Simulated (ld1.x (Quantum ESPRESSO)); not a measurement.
# Potentials for Zr that differ in a few settings, part 2 of 2

One potential is built and tested. Then a few of its settings are changed, to learn what that costs or gains.

ld1.x (Quantum ESPRESSO) 7.5; first potential PBE, scalar-relativistic. Earlier steps stand in the parts before.

## (6) Now with core [Kr], valence charge 4; reference 4d2 5s2 5p0; waves now 5s (bound): rc 2.65 bohr …

In full, the change is: core [Kr], valence charge 4; reference 4d2 5s2 5p0; waves now 5s (bound): rc 2.65 bohr; 5p (bound, empty): rc 4.20 bohr; 4d (bound): rc 2.10 bohr; local potential all-electron potential smoothed inside 2.75 bohr (lloc = -2); core correction a·sin(br)/r model core inside 1.85 bohr (was Bessel-smoothed model core inside 1.45 bohr).

Contents of Zr.in:

```
 &input
   title='Zr', zed=40., rel=1, dft='PBE', iswitch=3,
   config='[Kr] 4d2 5s2 5p0',
   nld=3, rlderiv=4.55, eminld=-2.0, emaxld=5.0, deld=0.02
 /
 &inputp
   pseudotype=2, tm=.true., lloc=-2, rcloc=2.75,
   nlcc=.true., rcore=1.85,
   file_pseudopw='Zr.UPF', file_wfcaegen='ae.wfc', file_wfcncgen='nc.wfc', file_beta='beta', file_chi='chi'
 /
3
5S  1  0   2.00   0.00  2.65  2.65  0.0
5P  2  1   0.00   0.00  4.20  4.20  0.0
4D  3  2   2.00   0.00  2.10  2.10  0.0
 &test
   configts(1)='4d2 5s2 5p0'
 /
```

On the command line:

```sh
ld1.x < Zr.in > Zr.out
```

The output, Zr.out (without the banner and most projector matrices):

```text
     Program LD1 v.7.5
     --------------------------- All-electron run ----------------------------

     Zr
     scalar relativistic calculation

     atomic number is 40.00
     dft =PBE   lsd =0 sic =0 latt =0  beta=0.20 tr2=1.0E-14
     Exchange-correlation= PBE
                           (   1   4   3   4   0   0   0)
     mesh =1225 r(mesh) = 100.59681 a.u. xmin = -7.00 dx = 0.01250
     1 Ry =  13.60569312 eV, c = 137.03599908

     n l     nl                  e(Ry)          e(Ha)          e(eV)
     1 0     1S 1( 2.00)     -1310.1237      -655.0619    -17825.1411
     2 0     2S 1( 2.00)      -181.5303       -90.7651     -2469.8452
     2 1     2P 1( 6.00)      -161.8775       -80.9388     -2202.4559
     3 0     3S 1( 2.00)       -29.7501       -14.8750      -404.7707
     3 1     3P 1( 6.00)       -23.3474       -11.6737      -317.6579
     4 0     4S 1( 2.00)        -4.0060        -2.0030       -54.5045
     4 1     4P 1( 6.00)        -2.3859        -1.1929       -32.4614
     3 2     3D 1(10.00)       -12.8408        -6.4204      -174.7080
     4 2     4D 1( 2.00)        -0.2645        -0.1323        -3.5989
     5 0     5S 1( 2.00)        -0.3263        -0.1631        -4.4392
     5 1     5P 1( 0.00)        -0.1080        -0.0540        -1.4693

     final scf error:  3.8E-15 reached in  25 iterations

     Etot =   -7197.066779 Ry,   -3598.533389 Ha,  -97921.081979 eV

     Ekin =    7400.180090 Ry,    3700.090045 Ha,  100684.579354 eV
     Encl =  -17329.433663 Ry,   -8664.716831 Ha, -235778.956413 eV
     Eh   =    2959.970718 Ry,    1479.985359 Ha,   40272.453242 eV
     Exc  =    -227.783923 Ry,    -113.891962 Ha,   -3099.158161 eV

     normalization and overlap integrals

     s(1S/1S) =  1.000000  <r> =   0.0371  <r2> =    0.0019  r(max) =   0.0241
     s(2S/2S) =  1.000000  <r> =   0.1626  <r2> =    0.0312  r(max) =   0.1368
     s(2P/2P) =  1.000000  <r> =   0.1417  <r2> =    0.0245  r(max) =   0.1093
     s(3S/3S) =  1.000000  <r> =   0.4585  <r2> =    0.2410  r(max) =   0.4060
     s(3P/3P) =  1.000000  <r> =   0.4621  <r2> =    0.2489  r(max) =   0.4010
     s(4S/4S) =  1.000000  <r> =   1.2129  <r2> =    1.6687  r(max) =   1.0764
     s(4P/4P) =  1.000000  <r> =   1.3687  <r2> =    2.1516  r(max) =   1.1748
     s(3D/3D) =  1.000000  <r> =   0.4525  <r2> =    0.2477  r(max) =   0.3495
     s(4D/4D) =  1.000000  <r> =   2.2977  <r2> =    6.6283  r(max) =   1.5859
     s(5S/5S) =  1.000000  <r> =   3.7281  <r2> =   15.8828  r(max) =   3.1538
     s(5P/5P) =  1.000000  <r> =   5.1644  <r2> =   31.0604  r(max) =   4.1521

     ------------------------ End of All-electron run ------------------------

     --------------------- Generating NC pseudopotential ---------------------

      Generating local potential from pseudized AE potential:
      Matching radius rcloc =   2.7500
      Enforcing V''(0)=0 (lloc=-2)

      Local pseudo, rcloc= 2.749 Estimated cut-off energy=     4.36 Ry

      Computing core charge for nlcc:

       r > 1.87 : true rho core
       r < 1.87 : rho core = a sin(br)/r    a=   3.11  b=   1.42

      Integrated core pseudo-charge :   5.39

      Wfc   5S  rcut= 2.681  Using Troullier-Martins method

      Wfc   5P  rcut= 4.204  Using Troullier-Martins method

      Wfc   4D  rcut= 2.088  Using Troullier-Martins method

     ------------------- End of pseudopotential generation -------------------

     [... the all-electron block is printed once more ...]


     Computing logarithmic derivative in   4.56031
     Computing logarithmic derivative in   4.56031
     Computing the partial wave expansion
     R is outside the sphere for l=    0 j= 0.00
     R is outside the sphere for l=    1 j= 0.00
     R is outside the sphere for l=    2 j= 0.00

     ---------------------- Testing the pseudopotential ----------------------

     Zr
     scalar relativistic calculation

     atomic number is 40.00   valence charge is  4.00
     dft =PBE   lsd =0 sic =0 latt =0  beta=0.20 tr2=1.0E-14
     mesh =1225 r(mesh) = 100.59681 xmin = -7.00 dx = 0.01250

     n l     nl             e AE (Ry)        e PS (Ry)    De AE-PS (Ry)
     3 2     4D   1( 2.00)       -0.26451       -0.26451       -0.00000
     1 0     5S   1( 2.00)       -0.32628       -0.32628        0.00000
     2 1     5P   1( 0.00)       -0.10799       -0.10799        0.00000

     eps = 4.4E-17  iter =  4

     Etot =   -7197.066779 Ry,   -3598.533389 Ha,  -97921.081979 eV
     Etotps =   -10.497906 Ry,      -5.248953 Ha,    -142.831285 eV

     Ekin =       5.747579 Ry,       2.873789 Ha,      78.199793 eV
     Encl =     -11.480229 Ry,      -5.740115 Ha,    -156.196475 eV
     Ehrt =       4.819485 Ry,       2.409743 Ha,      65.572434 eV
     Ecxc =      -7.179701 Ry,      -3.589850 Ha,     -97.684807 eV
     (Ecc =      -4.766490 Ry,      -2.383245 Ha,     -64.851395 eV)
     Epseu=      -2.405040 Ry,      -1.202520 Ha,     -32.722231 eV

     ---------------------- End of pseudopotential test ----------------------
```

Wall time 3.5 s (1 thread, shared host). (Generation and the later configuration tests together.)

The new file went through the configuration test as well (its log is not shown).

Contents of Zr.test.in:

```
 &input
   title='Zr', zed=40., rel=1, dft='PBE', iswitch=2,
   config='[Kr] 4d2 5s2 5p0'
 /
 &test
   file_pseudo='Zr.UPF', nconf=8,
   configts(1)='4d2 5s2 5p0',
   configts(2)='4d2 5s1 5p0',
   configts(3)='4d2 5s0 5p0',
   configts(4)='4d1 5s0 5p0',
   configts(5)='4d2 5s0 5p2',
   configts(6)='4d2 5s1 5p1',
   configts(7)='4d2 5s1.5 5p0',
   configts(8)='4d2 5s0 5p1'
 /
```

Energies count from the reference configuration 4d2 5s2 5p0; the error is all-electron less pseudo. The frozen-core shift comes from a second all-electron run, not shown, with the core orbitals held at their reference shape; it is that run's ΔE less the relaxed one.

```tsv
valence configuration	charge	ΔE all-electron (eV)	error AE − PS (meV)	frozen-core shift (meV)
4d2 5s1 5p0	+1	7.137	-4.1	+2.9
4d2 5s0 5p0	+2	20.077	-39	+22
4d1 5s0 5p0	+3	42.704	-257	+369
4d2 5s0 5p2	0	6.214	-11	+6.1
4d2 5s1 5p1	0	3.041	-2.5	+1.5
4d2 5s1.5 5p0	+0.5	2.880	-1.0	+0.7
4d2 5s0 5p1	+1	10.853	-5.9	+8.4
```

With this change the loose cutoff goes from 55 Ry to 30 Ry, the largest error in the tests that it solved is -257 meV (4d1 5s0 5p0) and there is no bound ghost.

## (7) Variant: waves 4s (bound): rc 1.84 bohr; local potential all-electron potential smoothed inside …

In full, the change is: waves 4s (bound): rc 1.84 bohr; local potential all-electron potential smoothed inside 1.30 bohr (lloc = -1).

Contents of Zr.in:

```
 &input
   title='Zr', zed=40., rel=1, dft='PBE', iswitch=3,
   config='[Kr] 4d2 5s0 5p0',
   nld=3, rlderiv=2.00, eminld=-7.0, emaxld=5.0, deld=0.02
 /
 &inputp
   pseudotype=2, tm=.true., lloc=-1, rcloc=1.30,
   nlcc=.true., new_core_ps=.true., rcore=1.45,
   file_pseudopw='Zr.UPF', file_wfcaegen='ae.wfc', file_wfcncgen='nc.wfc', file_beta='beta', file_chi='chi'
 /
3
4S  1  0   2.00   0.00  1.84  1.84  0.0
4P  2  1   6.00   0.00  1.75  1.75  0.0
4D  3  2   2.00   0.00  1.55  1.55  0.0
 &test
   configts(1)='4s2 4p6 4d2 5s0 5p0'
 /
```

On the command line:

```sh
ld1.x < Zr.in > Zr.out
```

The output, Zr.out (without the banner and most projector matrices):

```text
     Program LD1 v.7.5
     [... all-electron run as in step 2 ...]


     --------------------- Generating NC pseudopotential ---------------------

      Generating local potential from pseudized AE potential:
      Matching radius rcloc =   1.3000

      Local pseudo, rcloc= 1.298 Estimated cut-off energy=    14.21 Ry

      Computing core charge for nlcc:

       r > 1.45 : true rho core
      Core charge pseudized with two Bessel functions
      Integrated core pseudo-charge :   0.91

      Wfc   4S  rcut= 1.842  Using Troullier-Martins method

      Wfc   4P  rcut= 1.753  Using Troullier-Martins method

      Wfc   4D  rcut= 1.547  Using Troullier-Martins method

     ------------------- End of pseudopotential generation -------------------

     [... all-electron run as in step 2 ...]


     Computing logarithmic derivative in   1.99849
     Computing logarithmic derivative in   1.99849
     Computing the partial wave expansion
     R is outside the sphere for l=    0 j= 0.00
     R is outside the sphere for l=    1 j= 0.00
     R is outside the sphere for l=    2 j= 0.00

     ---------------------- Testing the pseudopotential ----------------------

     Zr
     scalar relativistic calculation

     atomic number is 40.00   valence charge is 12.00
     dft =PBE   lsd =0 sic =0 latt =0  beta=0.20 tr2=1.0E-14
     mesh =1225 r(mesh) = 100.59681 xmin = -7.00 dx = 0.01250

     n l     nl             e AE (Ry)        e PS (Ry)    De AE-PS (Ry)
     1 0     4S   1( 2.00)       -5.07046       -5.07046        0.00000
     2 1     4P   1( 6.00)       -3.44852       -3.44853        0.00001
     3 2     4D   1( 2.00)       -1.27152       -1.27150       -0.00001
     2 0     5S   1( 0.00)       -1.17881       -1.43071        0.25190  !
     3 1     5P   1( 0.00)       -0.85757       -0.86330        0.00573  !

     eps = 2.1E-15  iter =  4

     Etot =   -7195.591120 Ry,   -3597.795560 Ha,  -97901.004619 eV
     Etotps =   -93.716127 Ry,     -46.858064 Ha,   -1275.072868 eV

     Ekin =      27.435213 Ry,      13.717606 Ha,     373.275087 eV
     Encl =    -188.987284 Ry,     -94.493642 Ha,   -2571.302987 eV
     Ehrt =      62.309448 Ry,      31.154724 Ha,     847.763223 eV
     Ecxc =     -12.258771 Ry,      -6.129386 Ha,    -166.789078 eV
     (Ecc =      -0.881247 Ry,      -0.440623 Ha,     -11.989973 eV)
     Epseu=      17.785267 Ry,       8.892634 Ha,     241.980887 eV

     ---------------------- End of pseudopotential test ----------------------
```

It took 2.5 s on 1 thread, shared host. This counts the later configuration tests of the new file too.

The new file went through the configuration test as well (its log is not shown).

The tests as a table, with energies relative to 4s2 4p6 4d2 5s0 5p0. A star marks tests that logged a warning.

| valence configuration | charge | ΔE all-electron (eV) | error AE − PS (meV) |
| --- | --- | --- | --- |
| 4s2 4p6 4d2 5s2 5p0 | 0 | -20.077 | +2741 |
| 4s2 4p6 4d2 5s1 5p0 | +1 | -12.940 | +2017 |
| 4s2 4p6 4d1 5s0 5p0 * | +3 | 22.627 | +3.5 |
| 4s2 4p6 4d3 5s0 5p0 | +1 | -12.557 | -0.1 |
| 4s2 4p6 4d0 5s0 5p0 | +4 | 56.845 | +21 |
| 4s2 4p5 4d2 5s2 5p0 | +1 | 17.917 | +5511 |
| 4s2 4p6 4d2 5s0 5p1 | +1 | -9.225 | +52 |

Against the first potential, the loose cutoff goes from 55 Ry to 40 Ry, the largest test error goes from +796 to +5511 meV and there is no bound ghost.

## (8) All runs side by side

This closing draws on all 2 parts.

Cutoffs, loose and tight: the cutoffs (Ry, on a coarse ladder) from which the occupation-weighted sum of valence levels, in a spherical-Bessel basis at the reference potential, stays within 10 and 1 mRy of its value at 400 Ry; empty and scattering waves don't count. The number of plane waves in a given cell goes as the cutoff to the power 3/2; it is given for the loose cutoff, relative to the first potential. Test errors are all-electron less pseudo; runs with another core, reference, functional or relativity have tests of their own. The phase difference is the largest within 1 Ry of zero, over the channels with partial waves.

```tsv
change	outcome	cutoff, loose	cutoff, tight	plane waves, relative	bound ghosts	largest test error (meV)	phase difference near zero (rad)
first potential	generated	55 Ry	100 Ry	1.00	none	+796	0.272
core [Kr], valence charge 4; reference 4d2 5s2 5p0; waves now 5s (bound): rc 2.65 bohr; 5p (bound, empty): rc 4.20 bohr; 4d (bound): rc 2.10 bohr; local potential all-electron potential smoothed inside 2.75 bohr (lloc = -2); core correction a·sin(br)/r model core inside 1.85 bohr (was Bessel-smoothed model core inside 1.45 bohr)	generated	30 Ry	35 Ry	0.40	none	-257	2.305
waves 4s (bound): rc 1.84 bohr; local potential all-electron potential smoothed inside 1.30 bohr (lloc = -1)	generated	40 Ry	70 Ry	0.62	none	+5511	2.715
```

**Reading.** The softest is the variant "core [Kr], valence charge 4; reference 4d2 5s2 5p0; waves now 5s (bound): rc …", at 30 Ry; the highest cutoff read, 55 Ry, costs 2.5 times the plane waves. Among those with the same tests and no ghost or faulty overlap, the first potential has the smallest worst error, +796 meV.

The first potential by itself. The worst unpolarised test, 4s2 4p5 4d2 5s2 5p0, is off by 796 meV on 17.9 eV; by total energies transferability rates as poor. By its cutoff, 55 Ry for the looser tolerance, it is of middling hardness. The slowest occupied level is 4s: taken alone it needs 70 Ry to come within 1 mRy, against 40 Ry for 4p. The Bessel-basis test finds no level below the valence levels.
